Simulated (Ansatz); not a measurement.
# BaSn5: the cost of one run

Program: Ansatz 0.2.0. Level of theory: DFT PBEsol, scalar-relativistic, plane waves, PAW. These are calculated values, not measurements.

1 further run of the same task is left out (set aside as unsound or not needed).

## 1. Starting point

Symmetry: P6/mmm, No. 191, hexagonal system. Conventional cell: a = 5.437 Å, b = 5.437 Å, c = 7.226 Å, α = 90.00°, β = 90.00°, γ = 120.00°. Ba (site symmetry 6/mmm) has 14 Sn at 3.61 to 3.78 Å as nearest neighbours. Around Sn (site symmetry 3m) lie 4 Sn at 3.00 to 3.14 Å. Sn (site symmetry 6/mmm) has 12 Sn at 3.48 Å and 2 Ba at 3.61 Å as nearest neighbours.

As a file:

```
CELL_PARAMETERS angstrom
5.43716 0.00000 0.00000
-2.71858 4.70872 0.00000
0.00000 0.00000 7.22576
ATOMIC_POSITIONS crystal
Ba 0.00000 0.00000 0.50000
Sn 0.66667 0.33333 0.79258
Sn 0.00000 0.00000 0.00000
Sn 0.66667 0.33333 0.20742
Sn 0.33333 0.66667 0.20742
Sn 0.33333 0.66667 0.79258
```

It goes back to an entry of the Materials Project.

It is the result of an earlier relaxation at this level (volume 30.83 Å³/atom; gap on the mesh: none (metal)).

## 2. The cell under PBEsol

Contents of input.yaml:

```yaml
crystal:
  lattice:
    - [5.4371589797, 0.0, 0.0]
    - [-2.7185794899, 4.7087178009, 0.0]
    - [0.0, 0.0, 7.2257606451]
  atoms:
    - { symbol: Ba, position: [0.0, 0.0, 0.5] }
    - { symbol: Sn, position: [0.6666666667, 0.3333333333, 0.7925826104] }
    - { symbol: Sn, position: [0.0, 0.0, 0.0] }
    - { symbol: Sn, position: [0.6666666667, 0.3333333333, 0.2074173896] }
    - { symbol: Sn, position: [0.3333333333, 0.6666666667, 0.2074173896] }
    - { symbol: Sn, position: [0.3333333333, 0.6666666667, 0.7925826104] }
basis:
  ecutwfc: 420
kpoints:
  mp_grid: { grid: [9, 9, 6] }
hamiltonian:
  xc: pbesol
scf:
  occupations: { method: gaussian, width: 0.1 }
output:
  forces: true
  stress: true
  eigenvalues: true
relax:
  adjacent_minimum: "off"
  f_tol: 0.005
  max_steps: 50
  cell: { stress_tol: 0.05 }
```

The run is started by

```bash
$ ansatz run input.yaml --threads 2 --pin off --max-ram 5120MiB --backend cpu --events-out ev --progress --plain --runs-dir out
```

What time and memory should one allow on 2 threads of AMD EPYC (Zen 3), shared host?

About 2.8 min, with a peak of 0.71 GiB.
